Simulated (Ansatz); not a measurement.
# GaH₃Se (SMILES [GaH2][SeH]): single points off equilibrium

The task here is to estimate one member of a computed series from the others.

Method: single points in def2-TZVPP; program: Ansatz 0.2.0, Gaussian basis.

Cores are frozen in the correlated methods. Filled d shells of the heavier atoms are correlated.

## The system as given

SMILES `[GaH2][SeH]`, 5 atoms, charge 0, spin multiplicity 1.

Atoms are counted from 1 here; the program's logs count them from 0.

Bond lengths: Ga1–Se2 2.246 Å, Ga1–H3 1.505 Å, Ga1–H4 1.620 Å, Se2–H5 1.458 Å. Angles: Se2–Ga1–H3 124.6°, Se2–Ga1–H4 123.7°, H3–Ga1–H4 111.7°, Ga1–Se2–H5 92.6°.

Coordinates:

```xyz
5
charge 0, multiplicity 1
Ga   -0.4798   -0.4091   -0.0447
Se    0.4207    1.6436    0.0977
H    -0.5294   -1.4009    1.0862
H    -1.1339   -1.0119   -1.3985
H     1.7661    1.1119    0.2806
```

The first run:

Input file run/in.yaml:

```yaml
crystal:
  periodic: [false, false, false]
  atoms:
    - {symbol: Ga, position_ang: [-0.479800, -0.409100, -0.044700]}
    - {symbol: Se, position_ang: [0.420700, 1.643600, 0.097700]}
    - {symbol: H, position_ang: [-0.529400, -1.400900, 1.086200]}
    - {symbol: H, position_ang: [-1.133900, -1.011900, -1.398500]}
    - {symbol: H, position_ang: [1.766100, 1.111900, 0.280600]}
basis:
  gaussian: {orbitals: def2-TZVPP}
correlation: {method: ccsd_t}
output: {forces: true}
```

The command line of these runs was not kept.

Among the steps run: CCSD(T)/def2-TZVPP; PBE0-D4/def2-TZVPP; wB97M-V/def2-TZVPP; r2SCAN-D4/def2-TZVPP; PBE-D4/def2-TZVPP; r2SCAN0-D4/def2-TZVPP; wB97X-V/def2-TZVPP.

One of the session's tables, all rows but one given; the rest of the session is left out.

| method | RMS force component (eV/Å) | angle to CCSD(T) forces (°) | dipole (D) |
| --- | --- | --- | --- |
| CCSD(T) | 0.780 | reference | 0.62 |
| PBE0-D4 | 0.765 | 4.3 | 0.65 |
| wB97M-V | 0.763 | 1.4 | 0.64 |
| r2SCAN-D4 | 0.751 | 3.1 | 0.65 |
| PBE-D4 | 0.808 | 11.5 | 0.59 |
| r2SCAN0-D4 | ? | ? | ? |
| wB97X-V | 0.754 | 2.7 | 0.69 |

Q: Estimate the row for r2SCAN0-D4 from the others.

**Answer.** RMS force component (eV/Å): 0.740; angle to CCSD(T) forces (°): 3.6; dipole (D): 0.68. In the column «RMS force component (eV/Å)» it is the lowest.
